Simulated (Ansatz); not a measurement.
# C8H10: the cost of one run

Computed with Ansatz 0.2.0 (the levels named in each step, unless a step's input says otherwise).

## 1. Starting point

Bond lengths (14 of 18 bonds, heavy atoms first): C1–C2 1.499 Å, C2–C3 1.388 Å, C3–C4 1.384 Å, C4–C5 1.383 Å, C5–C6 1.384 Å, C2–C7 1.398 Å, C6–C7 1.388 Å, C7–C8 1.499 Å, C1–H9 1.090 Å, C1–H10 1.087 Å, C1–H11 1.090 Å, C3–H12 1.081 Å, C4–H13 1.080 Å, C5–H14 1.080 Å. Angles (14 of 30 angles, heavy atoms first): C1–C2–C3 120.3°, C1–C2–C7 120.6°, C3–C2–C7 119.2°, C2–C3–C4 121.2°, C3–C4–C5 119.6°, C4–C5–C6 119.6°, C5–C6–C7 121.2°, C2–C7–C6 119.2°, C2–C7–C8 120.6°, C6–C7–C8 120.3°, C2–C1–H9 110.7°, C2–C1–H10 110.8°, C2–C1–H11 110.6°, C2–C3–H12 119.2°.

Structure file:

```xyz
18

C    -1.2510   -1.9624   -0.0781
C    -0.2730   -0.8290   -0.0103
C     1.0862   -1.0842    0.1054
C     2.0068   -0.0530    0.1652
C     1.5697    1.2576    0.1082
C     0.2166    1.5230   -0.0058
C    -0.7151    0.4961   -0.0653
C    -2.1760    0.8082   -0.1838
H    -1.8200   -1.9259   -1.0067
H    -0.7371   -2.9186   -0.0203
H    -1.9607   -1.9060    0.7468
H     1.4290   -2.1086    0.1498
H     3.0605   -0.2731    0.2550
H     2.2787    2.0714    0.1531
H    -0.1241    2.5481   -0.0501
H    -2.5879    0.3740   -1.0944
H    -2.3392    1.8824   -0.2149
H    -2.7286    0.3938    0.6591
```

## 2. A rough first relaxation, PBE-D4/def2-SVP

Input file input.yaml:

```yaml
crystal:
  periodic: [false, false, false]
  atoms:
    - { symbol: C, position_ang: [-1.25095, -1.9624, -0.07814] }
    - { symbol: C, position_ang: [-0.27302, -0.82897, -0.01027] }
    - { symbol: C, position_ang: [1.08617, -1.08418, 0.10536] }
    - { symbol: C, position_ang: [2.00676, -0.05302, 0.16517] }
    - { symbol: C, position_ang: [1.56969, 1.25759, 0.10818] }
    - { symbol: C, position_ang: [0.21656, 1.52295, -0.00579] }
    - { symbol: C, position_ang: [-0.71513, 0.49615, -0.06526] }
    - { symbol: C, position_ang: [-2.17602, 0.80816, -0.18379] }
    - { symbol: H, position_ang: [-1.82, -1.92586, -1.00673] }
    - { symbol: H, position_ang: [-0.73709, -2.91857, -0.02025] }
    - { symbol: H, position_ang: [-1.96075, -1.90596, 0.74677] }
    - { symbol: H, position_ang: [1.42899, -2.10862, 0.14984] }
    - { symbol: H, position_ang: [3.06053, -0.27311, 0.255] }
    - { symbol: H, position_ang: [2.27867, 2.0714, 0.15307] }
    - { symbol: H, position_ang: [-0.12415, 2.5481, -0.05011] }
    - { symbol: H, position_ang: [-2.5879, 0.374, -1.09443] }
    - { symbol: H, position_ang: [-2.33924, 1.88244, -0.21488] }
    - { symbol: H, position_ang: [-2.72862, 0.39385, 0.65908] }
basis:
  gaussian: { orbitals: def2-SVP }
hamiltonian:
  xc: pbe
  dispersion: d4
relax:
  f_tol: 0.03
  max_steps: 200
```

Started as:

```bash
$ ansatz run input.yaml --threads 8 --pin off --max-ram 22528MiB --backend cpu --events-out ev --progress --plain --runs-dir out
```

Q: Estimate wall time and peak memory on 8 threads of Intel Xeon at 2.50GHz (Skylake/Cascade Lake), shared host.

About 19 s, with a peak of 0.26 GiB.
